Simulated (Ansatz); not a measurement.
# CH₃FMgS, SMILES C[S][Mg][F]: a rigid scan of one bond angle

With Ansatz 0.2.0, Python API.

Run as a notebook:

```python
import warnings

import ansatz as az
from ase import Atoms
```

```python
warnings.simplefilter('ignore', az.DeckWarning)

atoms = Atoms(['C', 'S', 'Mg', 'F', 'H', 'H', 'H'], positions=[
    [-0.41893, 0.78946, -0.20794],
    [0.32579, 0.4861, 1.42078],
    [0.97313, -1.68336, 0.98977],
    [0.8101, -2.18727, -0.65202],
    [-1.37084, 0.26611, -0.28303],
    [-0.57967, 1.86262, -0.27075],
    [0.26043, 0.46633, -0.99681],
])

# start the scan from a relaxed geometry
first = az.Crystal.molecule_from_ase(atoms).calculation()
first = first.basis(gaussian='cc-pVDZ').functional('hf')
first = first.relax(force_tolerance=0.02, max_steps=80)
atoms.positions = first.run(threads=1, backend='cpu').report['positions_ang']

rows = []
for angle in [90, 100, 110, 120, 135, 150, 165, 179]:
    bent = atoms.copy()
    bent.set_angle(0, 1, 2, angle, indices=[2, 3])
    calculation = az.Crystal.molecule_from_ase(bent).calculation()
    calculation = calculation.basis(gaussian='cc-pVDZ').functional('hf')
    rows.append((angle, calculation.run(threads=1, backend='cpu').report['free_energy_ev']))
floor = min(e for _, e in rows)
for angle, e in rows:
    print(f'angle C0-S1-Mg2 = {angle:3d} deg   {1000 * (e - floor):9.1f} meV')
```

    angle C0-S1-Mg2 =  90 deg        80.6 meV
    angle C0-S1-Mg2 = 100 deg         4.9 meV
    angle C0-S1-Mg2 = 110 deg         0.0 meV
    angle C0-S1-Mg2 = 120 deg        63.2 meV
    angle C0-S1-Mg2 = 135 deg       252.7 meV
    angle C0-S1-Mg2 = 150 deg       489.3 meV
    angle C0-S1-Mg2 = 165 deg       686.8 meV
    angle C0-S1-Mg2 = 179 deg       769.3 meV

The scan is rigid, and the energies are electronic, in a modest basis. The zero is the lowest point of the grid, which needn't be the minimum. Finished in 36 s on 1 thread of Arm Neoverse V1, with other jobs on the host, peak memory 0.22 GiB.
